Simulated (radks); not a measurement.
# Ionising iodine step by step, I²⁵⁺ to I³⁸⁺

Aim: the successive ionisation energies of iodine, each ion in the ground configuration that NIST lists, set against the tabulated values. Each value is a difference of total energies (Δ-SCF).

The numbers are computed with radks (a radial shooting solver on a logarithmic mesh, Libxc functionals) version 1 (scalar-relativistic Kohn-Sham, PBE, spin-unpolarised, spherical densities, finite nucleus), except any that are marked as measured or tabulated.

## Step 1: What is computed

- element: iodine (Z = 53)
- charges: 25 to 38
- first configuration: [Ar] 3d10
- last configuration: [Ne] 3s2 3p3

The outer shells:

I²⁵⁺
```
[Ar] core
3d [↑↓][↑↓][↑↓][↑↓][↑↓]
```

I³⁸⁺
```
[Ne] core
3s [↑↓]
3p [↑ ][↑ ][↑ ]
```

## Step 2: I²⁵⁺, [Ar] 3d10

Input:

```text
Z 53
configuration [Ar] 3d10 4s0 4p0
relativity scalar-relativistic
functional pbe,pbe
spin unpolarised
nucleus finite rms 4.75 fm
c 137.035999084
```

## Step 3: I²⁶⁺, [Ar] 3d9

Input:

```text
Z 53
configuration [Ar] 3d9
relativity scalar-relativistic
functional pbe,pbe
spin unpolarised
nucleus finite rms 4.75 fm
c 137.035999084
```

## Step 4: I²⁷⁺, [Ar] 3d8

Settings, as their differences from step 3:

```diff
@@ -1,3 +1,3 @@
 Z 53
-configuration [Ar] 3d9
+configuration [Ar] 3d8
 relativity scalar-relativistic
```

## Step 5: I²⁸⁺, [Ar] 3d7

Settings, as their differences from step 4:

```diff
@@ -1,3 +1,3 @@
 Z 53
-configuration [Ar] 3d8
+configuration [Ar] 3d7
 relativity scalar-relativistic
```

## Step 6: I²⁹⁺, [Ar] 3d6

Settings, as their differences from step 5:

```diff
@@ -1,3 +1,3 @@
 Z 53
-configuration [Ar] 3d7
+configuration [Ar] 3d6
 relativity scalar-relativistic
```

## Step 7: I³⁰⁺, [Ar] 3d5

Settings, as their differences from step 6:

```diff
@@ -1,3 +1,3 @@
 Z 53
-configuration [Ar] 3d6
+configuration [Ar] 3d5 4s0 4p0
 relativity scalar-relativistic
```

## Step 8: I³¹⁺, [Ar] 3d4

Settings, as their differences from step 7:

```diff
@@ -1,3 +1,3 @@
 Z 53
-configuration [Ar] 3d5 4s0 4p0
+configuration [Ar] 3d4
 relativity scalar-relativistic
```

## Step 9: I³²⁺, [Ar] 3d3

Settings, as their differences from step 8:

```diff
@@ -1,3 +1,3 @@
 Z 53
-configuration [Ar] 3d4
+configuration [Ar] 3d3 4s0 4p0
 relativity scalar-relativistic
```

## Step 10: I³³⁺, [Ar] 3d2

Settings, as their differences from step 9:

```diff
@@ -1,3 +1,3 @@
 Z 53
-configuration [Ar] 3d3 4s0 4p0
+configuration [Ar] 3d2
 relativity scalar-relativistic
```

## Step 11: I³⁴⁺, [Ar] 3d1

Settings, as their differences from step 10:

```diff
@@ -1,3 +1,3 @@
 Z 53
-configuration [Ar] 3d2
+configuration [Ar] 3d1
 relativity scalar-relativistic
```

## Step 12: I³⁵⁺, [Ar]

Settings, as their differences from step 11:

```diff
@@ -1,3 +1,3 @@
 Z 53
-configuration [Ar] 3d1
+configuration [Ar]
 relativity scalar-relativistic
```

## Step 13: I³⁶⁺, [Ne] 3s2 3p5

Settings, as their differences from step 12:

```diff
@@ -1,3 +1,3 @@
 Z 53
-configuration [Ar]
+configuration [Ne] 3s2 3p5
 relativity scalar-relativistic
```

## Step 14: I³⁷⁺, [Ne] 3s2 3p4

Settings, as their differences from step 13:

```diff
@@ -1,3 +1,3 @@
 Z 53
-configuration [Ne] 3s2 3p5
+configuration [Ne] 3s2 3p4
 relativity scalar-relativistic
```

## Step 15: I³⁸⁺, [Ne] 3s2 3p3

Settings, as their differences from step 14:

```diff
@@ -1,3 +1,3 @@
 Z 53
-configuration [Ne] 3s2 3p4
+configuration [Ne] 3s2 3p3
 relativity scalar-relativistic
```

Before running it: what results should come out? Wanted: for each run, species; configuration; Δ-SCF; −ε(HOMO); NIST; error.

As calculated:

```csv
species,configuration,Δ-SCF (eV),−ε(HOMO) (eV),NIST (eV),error (%)
I²⁵⁺,[Ar] 3d10,1403.2,1364.4,1397 (theory),+0.4
I²⁶⁺,[Ar] 3d9,1482.7,1443.1,1472 (theory),+0.7
I²⁷⁺,[Ar] 3d8,1563.7,1523.4,1553 (theory),+0.7
I²⁸⁺,[Ar] 3d7,1646.3,1605.3,1639 (theory),+0.4
I²⁹⁺,[Ar] 3d6,1730.4,1688.6,1720 (theory),+0.6
I³⁰⁺,[Ar] 3d5,1816.0,1773.5,1812 (theory),+0.2
I³¹⁺,[Ar] 3d4,1903.0,1859.8,1911 (theory),-0.4
I³²⁺,[Ar] 3d3,1991.5,1947.6,1999 (theory),-0.4
I³³⁺,[Ar] 3d2,2081.3,2036.8,2093 (theory),-0.6
I³⁴⁺,[Ar] 3d1,2172.6,2127.3,2181 (theory),-0.4
I³⁵⁺,[Ar],2458.0,2417.8,2431 (theory),+1.1
I³⁶⁺,[Ne] 3s2 3p5,2540.6,2500.1,2510 (theory),+1.2
I³⁷⁺,[Ne] 3s2 3p4,2623.7,2582.9,2598 (theory),+1.0
```

**Reading.** Reference values: NIST Atomic Spectra Database (exp. measured, semi-emp. semi-empirical, theory a theoretical value adopted there). The steepest step, after dividing by the final charge, comes at I³⁵⁺ in [Ar], where the value goes from 2172.6 to 2458.0 eV. There the highest level belongs to another shell. Minus the highest eigenvalue gives 97 to 98 % of the Δ-SCF value along the ladder. Spin polarisation and multiplet splitting are left out, so open shells lie too high by an amount that depends on their filling. Spin-orbit splitting is averaged out at the scalar-relativistic level.
